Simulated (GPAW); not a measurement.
# BiTe (Fm-3m) in GPAW: further runs

One crystal, BiTe, is run at these levels: PBEsol, PBEsol+D3, PBEsol+D3(BJ); tasks: relaxation of cell and atoms.

Everything below comes from runs of GPAW 26.7.0. Logs are shortened: lines on timing, memory, paths and dates and some standing lists are left out, and cuts for length are marked. The log counts tension as positive stress, the text compression.

**1. The structure**

It takes space group Fm-3m (No. 225, cubic). The conventional cell has a = 6.470 Å, b = 6.470 Å, c = 6.470 Å, α = 90.00°, β = 90.00°, γ = 90.00°. Bi (site symmetry m-3m) has 6 Te at 3.23 Å as nearest neighbours. Te (site symmetry m-3m) has 6 Bi at 3.23 Å as nearest neighbours.

**2. Relaxation of cell and atoms, PBEsol**

run.py reads:

```python
from ase import Atoms
from ase.filters import FrechetCellFilter
from ase.io import write
from ase.optimize import BFGS
from gpaw import GPAW, PW, setup_paths

setup_paths.insert(0, '.')

atoms = Atoms(['Bi', 'Te'],
              cell=[[0.0, 3.235, 3.235],
                    [3.235, 0.0, 3.235],
                    [3.235, 3.235, 0.0]],
              scaled_positions=[[0.0, 0.0, 0.0],
                                [0.5, 0.5, 0.5]],
              pbc=True)

calc = GPAW(mode=PW(600),
            xc='PBEsol',
            kpts={'size': (7, 7, 7), 'gamma': True},
            occupations={'name': 'fermi-dirac', 'width': 0.05},
            nbands=20,
            convergence={'density': 1e-05, 'forces': 0.0001},
            maxiter=150,
            txt='gpaw.txt')
atoms.calc = calc
opt = BFGS(FrechetCellFilter(atoms), trajectory='relax.traj', logfile='-')
done = opt.run(fmax=0.02, steps=60)
calc.write('gs.gpw')
write('result.traj', atoms)
print('Converged:', done)
print('Cell:', atoms.cell.cellpar().round(4))
print('Volume:', round(atoms.get_volume(), 4))
print(atoms.get_scaled_positions().round(5))
```

Potentials or basis: PAW data sets generated in the run's folder for this functional, pw.

Launch:

```sh
$ gpaw-setup -f PBEsol Bi Te
$ OMP_NUM_THREADS=1 python run.py
```

gpaw.txt:

```text
__  _  _
 | _ |_)|_||  |
 |__||  | ||/\| - 26.7.0

Input parameters:
  mode=PW(ecut=600.0),
  convergence={'density': 1e-05, 'forces': 0.0001},
  kpts=MonkhorstPack(size=(7, 7, 7), gamma=True),
  maxiter=150,
  nbands=20,
  occupations=Occupations(name='fermi-dirac', width=0.05),
  xc=XC(name='PBEsol')

Diagonalizing LCAO Hamiltonian
Converting LCAO to pw mode

                 Te

       Bi

Atoms  # Å, Bohr magnetons
|   | symbol |        x |        y |        z |    initial magnetic moments |
|---|--------|----------|----------|----------|-----------------------------|
| 0 |     Bi | 0.000000 | 0.000000 | 0.000000 | ( 0.0000,  0.0000,  0.0000) |
| 1 |     Te | 3.235000 | 3.235000 | 3.235000 | ( 0.0000,  0.0000,  0.0000) |

Unit cell  # Å
| periodic |        x |        y |        z |  lengths |    angles |
|----------|----------|----------|----------|----------|-----------|
|      yes | 0.000000 | 3.235000 | 3.235000 | 4.574981 | 60.000000 |
|      yes | 3.235000 | 0.000000 | 3.235000 | 4.574981 | 60.000000 |
|      yes | 3.235000 | 3.235000 | 0.000000 | 4.574981 | 60.000000 |

Number of symmetries: 48
Symmetry operations  # r_c * U_cc + t_c -> r_c
|    | kind |            matrix            |
|----|------|------------------------------|
|  0 |  σ   |  1, 0, 0,  1, 0,-1,  1,-1, 0 |
|  1 |  C2  |  1, 0, 0,  1,-1, 0,  1, 0,-1 |
|  2 |  E   |  1, 0, 0,  0, 1, 0,  0, 0, 1 |
|  3 |  σ   |  1, 0, 0,  0, 0, 1,  0, 1, 0 |
|  4 |  C4  |  1, 0,-1,  1, 0, 0,  1,-1, 0 |
|  5 |  S6  |  1, 0,-1,  1,-1, 0,  1, 0, 0 |
|  6 |  σ   |  1, 0,-1,  0, 1,-1,  0, 0,-1 |
|  7 |  C3  |  1, 0,-1,  0, 0,-1,  0, 1,-1 |
|  8 |  S6  |  1,-1, 0,  1, 0, 0,  1, 0,-1 |
|  9 |  C4  |  1,-1, 0,  1, 0,-1,  1, 0, 0 |
| 10 |  C3  |  1,-1, 0,  0,-1, 1,  0,-1, 0 |
| 11 |  σ   |  1,-1, 0,  0,-1, 0,  0,-1, 1 |
| 12 |  σ   |  0, 1, 0,  1, 0, 0,  0, 0, 1 |
| 13 |  C4  |  0, 1, 0,  0, 1,-1, -1, 1, 0 |
| 14 |  C3  |  0, 1, 0,  0, 0, 1,  1, 0, 0 |
| 15 |  S6  |  0, 1, 0, -1, 1, 0,  0, 1,-1 |
| 16 |  C2  |  0, 1,-1,  1, 0,-1,  0, 0,-1 |
| 17 |  σ   |  0, 1,-1,  0, 1, 0, -1, 1, 0 |
| 18 |  S4  |  0, 1,-1,  0, 0,-1,  1, 0,-1 |
| 19 |  C4  |  0, 1,-1, -1, 1, 0,  0, 1, 0 |
| 20 |  C3  |  0, 0, 1,  1, 0, 0,  0, 1, 0 |
| 21 |  σ   |  0, 0, 1,  0, 1, 0,  1, 0, 0 |
[... 216 lines left out ...]
No gap
No difference between direct/indirect transitions

Stress tensor  # eV/Ang^3
|         x |         y |         z |
|-----------|-----------|-----------|
|  0.011007 | -0.000000 | -0.000000 |
| -0.000000 |  0.011007 |  0.000000 |
| -0.000000 |  0.000000 |  0.011007 |

Forces  # eV/Ang
|        x |        y |       z |
|----------|----------|---------|
|  0.00000 | -0.00000 | 0.00000 |  # Bi   0
| -0.00000 |  0.00000 | 0.00000 |  # Te   1

Interpolating wave functions to new cell

                 Te

       Bi

Atoms  # Å, Bohr magnetons
|   | symbol |         x |         y |        z |    initial magnetic moments |
|---|--------|-----------|-----------|----------|-----------------------------|
| 0 |     Bi | -0.000000 | -0.000000 | 0.000000 | ( 0.0000,  0.0000,  0.0000) |
| 1 |     Te |  3.226401 |  3.226401 | 3.226401 | ( 0.0000,  0.0000,  0.0000) |

Unit cell  # Å
| periodic |        x |         y |         z |  lengths |    angles |
|----------|----------|-----------|-----------|----------|-----------|
|      yes | 0.000000 |  3.226401 |  3.226401 | 4.562819 | 60.000000 |
|      yes | 3.226401 | -0.000000 |  3.226401 | 4.562819 | 60.000000 |
|      yes | 3.226401 |  3.226401 | -0.000000 | 4.562819 | 60.000000 |

Number of symmetries: 48
Symmetry operations  # r_c * U_cc + t_c -> r_c
|    | kind |            matrix            |
|----|------|------------------------------|
|  0 |  σ   |  1, 0, 0,  1, 0,-1,  1,-1, 0 |
|  1 |  C2  |  1, 0, 0,  1,-1, 0,  1, 0,-1 |
|  2 |  E   |  1, 0, 0,  0, 1, 0,  0, 0, 1 |
|  3 |  σ   |  1, 0, 0,  0, 0, 1,  0, 1, 0 |
|  4 |  C4  |  1, 0,-1,  1, 0, 0,  1,-1, 0 |
|  5 |  S6  |  1, 0,-1,  1,-1, 0,  1, 0, 0 |
|  6 |  σ   |  1, 0,-1,  0, 1,-1,  0, 0,-1 |
|  7 |  C3  |  1, 0,-1,  0, 0,-1,  0, 1,-1 |
|  8 |  S6  |  1,-1, 0,  1, 0, 0,  1, 0,-1 |
|  9 |  C4  |  1,-1, 0,  1, 0,-1,  1, 0, 0 |
| 10 |  C3  |  1,-1, 0,  0,-1, 1,  0,-1, 0 |
| 11 |  σ   |  1,-1, 0,  0,-1, 0,  0,-1, 1 |
| 12 |  σ   |  0, 1, 0,  1, 0, 0,  0, 0, 1 |
| 13 |  C4  |  0, 1, 0,  0, 1,-1, -1, 1, 0 |
| 14 |  C3  |  0, 1, 0,  0, 0, 1,  1, 0, 0 |
| 15 |  S6  |  0, 1, 0, -1, 1, 0,  0, 1,-1 |
| 16 |  C2  |  0, 1,-1,  1, 0,-1,  0, 0,-1 |
| 17 |  σ   |  0, 1,-1,  0, 1, 0, -1, 1, 0 |
| 18 |  S4  |  0, 1,-1,  0, 0,-1,  1, 0,-1 |
| 19 |  C4  |  0, 1,-1, -1, 1, 0,  0, 1, 0 |
| 20 |  C3  |  0, 0, 1,  1, 0, 0,  0, 1, 0 |
| 21 |  σ   |  0, 0, 1,  0, 1, 0,  1, 0, 0 |
[... 152 lines left out ...]
convergence criteria:
- Maximum integral of absolute [dens]ity change: 1e-05 electrons / valence electron
- Maximum change in the atomic [forces] across last 2 cycles: 0.0001 eV/Ang OR
Maximum error relative to the maximum force is below inf
- Maximum [total energy] change in last 3 cyles: 0.0005 eV / valence electron
- Maximum integral of absolute [eigenst]ate change: 4e-08 eV^2 / valence electron
maximum number of iterations: 150

SCF iterations
|iter     | |      energy | eigst |  dens |force |
|---------|-|-------------|-------|-------|------|
|iter:   1| |   -8.809702 | -2.58 |       |      |
|iter:   2| |   -8.809216 | -4.62 | -2.30 |      |
|iter:   3| |   -8.806226c| -4.28 | -2.34 |      |
|iter:   4| |   -8.806114c| -5.30 | -3.08 |      |
|iter:   5| |   -8.806117c| -5.92 | -3.52 |      |
|iter:   6| |   -8.806115c| -6.93 | -3.90 |      |
|iter:   7| |   -8.806116c| -7.92c| -4.59 |      |
|iter:   8| |   -8.806116c| -7.63c| -5.19c|      |
|iter:   9| |   -8.806116c| -8.41c| -5.80c|-22.63c|

Converged in 9 steps
Energy contributions relative to reference atoms: (reference = -769405.804806)

Energy contributions:
  Kinetic:          19.873367
  Coulomb:         -19.157912
  Zero:             -1.342197
  External:          0.000000
  Xc:               -8.168608
  Entropy:          -0.021528
  Spinorbit:         0.000000
  ----------------------------
  Free energy:      -8.816880
  Extrapolated:     -8.806116

dipole moment: (-25.169829, -25.169829, -25.169829)  # |e|*Ang
[... 26 lines left out ...]
No gap
No difference between direct/indirect transitions

Stress tensor  # eV/Ang^3
|         x |         y |         z |
|-----------|-----------|-----------|
|  0.008704 | -0.000000 | -0.000000 |
| -0.000000 |  0.008704 | -0.000000 |
| -0.000000 | -0.000000 |  0.008704 |

Forces  # eV/Ang
|       x |        y |        z |
|---------|----------|----------|
| 0.00000 |  0.00000 |  0.00000 |  # Bi   0
| 0.00000 | -0.00000 | -0.00000 |  # Te   1

Interpolating wave functions to new cell

                 Te

       Bi

Atoms  # Å, Bohr magnetons
|   | symbol |         x |         y |         z |    initial magnetic moments |
|---|--------|-----------|-----------|-----------|-----------------------------|
| 0 |     Bi | -0.000000 | -0.000000 | -0.000000 | ( 0.0000,  0.0000,  0.0000) |
| 1 |     Te |  3.195293 |  3.195293 |  3.195293 | ( 0.0000,  0.0000,  0.0000) |

Unit cell  # Å
| periodic |        x |        y |        z |  lengths |    angles |
|----------|----------|----------|----------|----------|-----------|
|      yes | 0.000000 | 3.195293 | 3.195293 | 4.518827 | 60.000000 |
|      yes | 3.195293 | 0.000000 | 3.195293 | 4.518827 | 60.000000 |
|      yes | 3.195293 | 3.195293 | 0.000000 | 4.518827 | 60.000000 |

Number of symmetries: 48
Symmetry operations  # r_c * U_cc + t_c -> r_c
|    | kind |            matrix            |
|----|------|------------------------------|
|  0 |  σ   |  1, 0, 0,  1, 0,-1,  1,-1, 0 |
|  1 |  C2  |  1, 0, 0,  1,-1, 0,  1, 0,-1 |
|  2 |  E   |  1, 0, 0,  0, 1, 0,  0, 0, 1 |
|  3 |  σ   |  1, 0, 0,  0, 0, 1,  0, 1, 0 |
|  4 |  C4  |  1, 0,-1,  1, 0, 0,  1,-1, 0 |
|  5 |  S6  |  1, 0,-1,  1,-1, 0,  1, 0, 0 |
|  6 |  σ   |  1, 0,-1,  0, 1,-1,  0, 0,-1 |
|  7 |  C3  |  1, 0,-1,  0, 0,-1,  0, 1,-1 |
|  8 |  S6  |  1,-1, 0,  1, 0, 0,  1, 0,-1 |
|  9 |  C4  |  1,-1, 0,  1, 0,-1,  1, 0, 0 |
| 10 |  C3  |  1,-1, 0,  0,-1, 1,  0,-1, 0 |
| 11 |  σ   |  1,-1, 0,  0,-1, 0,  0,-1, 1 |
| 12 |  σ   |  0, 1, 0,  1, 0, 0,  0, 0, 1 |
| 13 |  C4  |  0, 1, 0,  0, 1,-1, -1, 1, 0 |
| 14 |  C3  |  0, 1, 0,  0, 0, 1,  1, 0, 0 |
| 15 |  S6  |  0, 1, 0, -1, 1, 0,  0, 1,-1 |
| 16 |  C2  |  0, 1,-1,  1, 0,-1,  0, 0,-1 |
| 17 |  σ   |  0, 1,-1,  0, 1, 0, -1, 1, 0 |
| 18 |  S4  |  0, 1,-1,  0, 0,-1,  1, 0,-1 |
| 19 |  C4  |  0, 1,-1, -1, 1, 0,  0, 1, 0 |
| 20 |  C3  |  0, 0, 1,  1, 0, 0,  0, 1, 0 |
| 21 |  σ   |  0, 0, 1,  0, 1, 0,  1, 0, 0 |
[... 152 lines left out ...]
convergence criteria:
- Maximum integral of absolute [dens]ity change: 1e-05 electrons / valence electron
- Maximum change in the atomic [forces] across last 2 cycles: 0.0001 eV/Ang OR
Maximum error relative to the maximum force is below inf
- Maximum [total energy] change in last 3 cyles: 0.0005 eV / valence electron
- Maximum integral of absolute [eigenst]ate change: 4e-08 eV^2 / valence electron
maximum number of iterations: 150

SCF iterations
|iter     | |      energy | eigst |  dens |force |
|---------|-|-------------|-------|-------|------|
|iter:   1| |   -8.862277 | -1.47 |       |      |
|iter:   2| |   -8.855772 | -3.51 | -1.74 |      |
|iter:   3| |   -8.815492 | -3.19 | -1.78 |      |
|iter:   4| |   -8.813971 | -4.19 | -2.51 |      |
|iter:   5| |   -8.813968c| -4.79 | -2.95 |      |
|iter:   6| |   -8.813976c| -5.83 | -3.37 |      |
|iter:   7| |   -8.813977c| -6.81 | -4.04 |      |
|iter:   8| |   -8.813977c| -7.46c| -4.66 |      |
|iter:   9| |   -8.813977c| -8.06c| -5.24c|      |
|iter:  10| |   -8.813977c| -8.55c| -6.01c|-23.86c|

Converged in 10 steps
Energy contributions relative to reference atoms: (reference = -769405.804806)

Energy contributions:
  Kinetic:          22.771371
  Coulomb:         -21.512455
  Zero:             -1.347510
  External:          0.000000
  Xc:               -8.714485
  Entropy:          -0.021795
  Spinorbit:         0.000000
  ----------------------------
  Free energy:      -8.824875
  Extrapolated:     -8.813977

dipole moment: (-24.932001, -24.932001, -24.932001)  # |e|*Ang
[... 26 lines left out ...]
No gap
No difference between direct/indirect transitions

Stress tensor  # eV/Ang^3
|         x |         y |         z |
|-----------|-----------|-----------|
| -0.000416 |  0.000000 |  0.000000 |
|  0.000000 | -0.000416 |  0.000000 |
|  0.000000 |  0.000000 | -0.000416 |

Forces  # eV/Ang
|       x |        y |        z |
|---------|----------|----------|
| 0.00000 | -0.00000 |  0.00000 |  # Bi   0
| 0.00000 | -0.00000 | -0.00000 |  # Te   1

# Writing to gs.gpw (mode='')
```

Wall time 73 s (1 thread of Intel Xeon Platinum 8259CL at 2.50GHz (Skylake/Cascade Lake), shared host); peak memory 0.21 GiB.

What came out:

```yaml
Free_energy: -8.8249 eV
Relaxed_volume: 32.62 Å³/atom
Relaxed_cell: a = 4.519 Å, b = 4.519 Å, c = 4.519 Å, α = 60.00°, β = 60.00°, γ = 60.00°
Space_group_after_relaxing_to_0.05_Å: Fm-3m (No. 225)
Energy_gained_by_relaxing: 6.5 meV/atom
Ionic_steps: 3
Pressure_after_relaxing: 0.1 GPa
Band_gap_on_the_k_mesh: none (metal or under the smearing width)
```

The path:
```
step  energy change (eV)  largest force (eV/Å)  pressure (GPa)  volume (Å³)
   1              0.0000                0.0000           -1.76        67.71
   2             -0.0052                0.0000           -1.39        67.17
   3             -0.0130                0.0000            0.07        65.25
```

Final structure:
```yaml
crystal:
  lattice:
    - [0.00000, 3.19529, 3.19529]
    - [3.19529, 0.00000, 3.19529]
    - [3.19529, 3.19529, 0.00000]
  atoms:
    - { symbol: Bi, position: [0.00000, 0.00000, 0.00000] }
    - { symbol: Te, position: [0.50000, 0.50000, 0.50000] }
```

Caveat: later steps reuse the first step's grids; spin-orbit coupling is left out, which moves the levels of the heavy elements.

[end of part 1 of 2]
